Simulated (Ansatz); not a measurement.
**C3H6AlNO: a dynamics run in two tries**

Wanted: a short trajectory, and a check that the input is sound. SMILES of the start: N[C]([AlH2])=CC=O.

All numbers below are computed with Ansatz 0.2.0 (RKS r2SCANh/STO-3G).

## 1. The starting structure

Bond lengths: N1–C2 1.422 Å, C2–Al3 1.914 Å, C2–C4 1.372 Å, C4–C5 1.484 Å, C5–O6 1.259 Å, N1–H7 1.042 Å, N1–H8 1.042 Å, Al3–H9 1.494 Å, Al3–H10 1.498 Å, C4–H11 1.094 Å, C5–H12 1.127 Å. Angles (14 of 15 angles, heavy atoms first): N1–C2–Al3 117.7°, N1–C2–C4 121.4°, Al3–C2–C4 120.6°, C2–C4–C5 127.2°, C4–C5–O6 124.7°, C2–N1–H7 116.0°, C2–N1–H8 114.4°, C2–Al3–H9 118.4°, C2–Al3–H10 117.3°, C2–C4–H11 118.1°, C5–C4–H11 114.6°, C4–C5–H12 114.6°, O6–C5–H12 120.7°, H7–N1–H8 110.0°.

As a file:

```xyz
12

N     0.5594   -0.4427   -1.3686
C     0.2209   -0.3484    0.0095
Al    0.8688   -1.7159    1.1819
C    -0.6442    0.6119    0.4690
C    -1.2320    1.7347   -0.3032
O    -2.0387    2.5816    0.1639
H     0.4365    0.4263   -1.9302
H     1.4975   -0.8563   -1.5540
H     0.3161   -1.7848    2.5687
H     1.9300   -2.6304    0.6522
H    -0.9411    0.5775    1.5219
H    -0.8962    1.7914   -1.3772
```

## 2. The run

The input, input.yaml:

```yaml
crystal:
  periodic: [false, false, false]
  atoms:
    - { symbol: "N", position_ang: [0.55943, -0.442743, -1.368587] }
    - { symbol: C, position_ang: [0.220922, -0.348364, 0.009517] }
    - { symbol: Al, position_ang: [0.868831, -1.715921, 1.181915] }
    - { symbol: C, position_ang: [-0.644248, 0.611865, 0.469016] }
    - { symbol: C, position_ang: [-1.23204, 1.734706, -0.303157] }
    - { symbol: O, position_ang: [-2.038658, 2.581564, 0.163866] }
    - { symbol: H, position_ang: [0.436451, 0.426259, -1.930249] }
    - { symbol: H, position_ang: [1.497462, -0.856296, -1.553967] }
    - { symbol: H, position_ang: [0.316088, -1.784775, 2.568693] }
    - { symbol: H, position_ang: [1.929982, -2.630356, 0.652242] }
    - { symbol: H, position_ang: [-0.941137, 0.57749, 1.521862] }
    - { symbol: H, position_ang: [-0.896181, 1.79137, -1.377151] }
basis:
  gaussian: { orbitals: STO-3G }
hamiltonian:
  xc: r2scanh
md:
  timestep: 1.0
  n_steps: 25
  ensemble: nvt_nose_hoover
  temperature: 100.0
  initial_velocities: maxwell_boltzmann
  seed: 77250
  nose_hoover: { tau: 20.0, chain_length: 5 }
  masses: [{ species: "N", mass: 0.0 }]
scf:
  lower_state_search: "off"
```

Started as:

```sh
$ ansatz run input.yaml --threads 1 --pin off --max-ram 2048MiB --backend cpu --events-out ev --progress --plain --runs-dir out
```

Before running it: what results should come out? Wanted: first try.

The runs gave:

| quantity | value |
| --- | --- |
| first try | refused |
| cause | an atom is given no mass, so any force would accelerate it without limit |

The fault in the first input was caught at the input check and cost nothing.
